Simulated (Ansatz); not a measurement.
**CHClGa+ (triplet): the correlation ladder, cc-pVDZ**

An exercise on one series of results from a longer session: the logs are not shown, and one member is left open.

Method: cc-pVDZ, core rule «outside noble gas», up to 20 orbitals frozen; program: Ansatz 0.2.0, Gaussian basis.

To be run: UHF; CCSD(T) on ROHF; CCSD(T) on UHF; BCCD(T) on ROHF; CISD; CCSDT(Q) on ROHF; CCSDT(Q) on UHF; CASSCF and NEVPT2, 10 electrons in 10 orbitals.

23 further runs of the same task are left out: 13 that didn't finish, 10 set aside as unsound or not needed.

### The system

The geometry is a PBE0/def2-TZVP stationary point (not a proven minimum) of the parent state, kept for this charge and spin. No spin-orbit coupling is included. The filled d shell of Ga may be among the frozen orbitals whatever the setting's name suggests; the logs give the count.

4 atoms, charge 1, spin multiplicity 3.

Atoms are counted from 1 here; the program's logs count them from 0.

Bond lengths: C1–Ga2 1.937 Å, C1–H4 1.088 Å, Ga2–Cl3 2.176 Å. Angles: Ga2–C1–H4 151.5°, C1–Ga2–Cl3 118.1°.

Set-up of the first run:

The input, in.yaml:

```yaml
crystal:
  periodic: [false, false, false]
  atoms:
    - {symbol: C, position_ang: [0.000000, -0.932795, 1.886850]}
    - {symbol: Ga, position_ang: [0.000000, 0.371055, 0.454194]}
    - {symbol: Cl, position_ang: [0.000000, -0.357987, -1.596247]}
    - {symbol: H, position_ang: [0.000000, -1.960282, 2.243752]}
basis:
  gaussian: {orbitals: cc-pVDZ}
total_charge: 1
magnetization: {spin_polarized: true, initial_magnetization: 2}
hamiltonian: {xc: hf}
output: {orbitals: {seedname: orbitals}}
```

Run with:

```bash
> ansatz run in.yaml --threads 1 --pin off --events-out ev --progress --plain --max-ram 2393MiB
```

Among the steps run: UHF; CCSD(T) on ROHF; CCSD(T) on UHF; BCCD(T) on ROHF; CISD; CCSDT(Q) on ROHF; CCSDT(Q) on UHF; CASSCF and NEVPT2, 10 electrons in 10 orbitals.

One table of the session follows, with a row left open; its other results are not shown here.

It belongs to the step «Misses and costs». 

```
         method  from UCCSDT(Q) (meV)
           ROHF               +8501.4
            UHF               +8215.5
           RMP2                     ?
           UMP2               +1267.5
          RCCSD                +313.8
          UCCSD                +305.6
       RCCSD(T)                 +66.8
       UCCSD(T)                 +66.0
        BCCD(T)                 +68.7
         RCCSDT                 +26.8
         UCCSDT                 +23.8
      RCCSDT(Q)                  +6.7
      UCCSDT(Q)                     0
CASSCF frontier               +6366.1
NEVPT2 frontier               +1064.9
```

Q: Estimate the row for RMP2 from the others.

The run gave: from UCCSDT(Q) (meV): +1262.6. In the column «from UCCSDT(Q) (meV)» it lies between NEVPT2 frontier (+1064.9) and UMP2 (+1267.5).

Not comparable, so not listed: CISD (they don't share determinant, frozen orbitals or solution with the rows shown, or repeat one).

Limits of these values: Restricted and unrestricted rows rest on different reference determinants; where their highest levels disagree by more than a few hundredths of an eV, they describe different states and don't form one ladder.
